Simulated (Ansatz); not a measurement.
This script makes an equation of state with a fit of ZrSc, space group P-6m2 with Ansatz 0.2.0, Python API.

`eos_zrsc.py`:
```python
# -*- coding: utf-8 -*-
"""Energy against volume for ZrSc, with a fit."""

import ansatz as az
import numpy as np

VECTORS = np.array([
    [3.282846, 0.0, 0.0],
    [-1.641423, 2.843028, 0.0],
    [0.0, 0.0, 5.155005],
])
SITES = [
    ("Zr", (2 / 3, 1 / 3, 0.0)),
    ("Sc", (0.0, 0.0, 0.5)),
]


def on_lattice(cell):
    crystal = az.Crystal(lattice=az.Lattice.of(cell))
    for symbol, position in SITES:
        crystal = crystal.atom(symbol, position)
    return crystal


def main():
    # scale the volume, keep shape and fractions
    volumes, energies, pressures = [], [], []
    for scale in np.linspace(0.92, 1.08, 7):
        cell = VECTORS * scale ** (1 / 3)
        calc = (
            on_lattice(cell).calculation()
            .functional("PBEsol")
            .basis(28 * az.Ry)
            .occupations("cold", width=0.05)
            .mixing("anderson")
            .scf(tolerance=1e-07, extra_bands=16)
            .kpoints(10, 10, 6)
            .stress()
        )
        summary = calc.run(threads=1).report
        volumes.append(abs(np.linalg.det(cell)) / len(SITES))
        energies.append(summary["free_energy_ev"] / len(SITES))
        pressures.append(np.trace(summary["stress_gpa"]) / 3)
        print(f"V = {volumes[-1]:8.4f} A^3/atom  F = {energies[-1]:.5f} eV/atom  P = {pressures[-1]:8.3f} GPa")

    # third-order Birch-Murnaghan: a cubic in V^(-2/3)
    x = np.array(volumes) ** (-2 / 3)
    poly = np.polynomial.Polynomial.fit(x, energies, 3).convert()
    roots = poly.deriv().roots()
    x0 = min((r.real for r in roots if abs(r.imag) < 1e-9 and poly.deriv(2)(r.real) > 0), key=lambda r: abs(r - x.mean()))
    v0 = x0 ** -1.5
    b0 = 4 / 9 * poly.deriv(2)(x0) * v0 ** (-7 / 3) * 160.21766
    b1 = 4 + 2 / 3 * x0 * poly.deriv(3)(x0) / poly.deriv(2)(x0)
    print(f"V0 = {v0:.4f} A^3/atom, B0 = {b0:.1f} GPa, dB/dP = {b1:.2f}")


if __name__ == "__main__":
    main()
```

Its results, one of them left out:

| V (Å³/atom) | F less the lowest row shown (meV/atom) |
| --- | --- |
| 22.132 | 6.03 |
| 22.773 | 0.00 |
| 23.415 | 2.92 |
| 24.056 | 13.86 |
| 24.698 | 31.94 |
| 25.339 | 56.34 |
| 25.981 | ? |

What is the missing energy at 25.981 Å³ an atom?

A third-order Birch-Murnaghan fit, E = E0 + (9 V0 B0 / 16) [(t - 1)³ B' + (t - 1)² (6 - 4t)] with t = (V0/V)^(2/3), through the 6 rows shown gives V0 = 22.873 Å³, B0 = 78.4 GPa, B' = 3.11 and E0 = -0.11 meV. At V = 25.981 Å³, t = 0.91857, and the fit extrapolates to 86.43 meV. The run gave 86.31 meV, a miss of 0.11 meV.

What to keep in mind:
- The settings weren't tested for convergence.
- The cutoff lies under the one recommended for these potentials.
- Shape and fractional positions are held along the curve, so the bulk modulus is an upper value where they are free to relax, by a factor of two or more in layered or hydrogen-bonded cells.
- The program warned that this SCF threshold is loose for forces or stresses.
- Pressure is positive in compression.
- The structure comes from a database of computed cells and needn't be a stable or known phase.
- Timing: 28 s on 1 thread of Arm Neoverse V2 (shared host), peak memory 0.45 GiB.
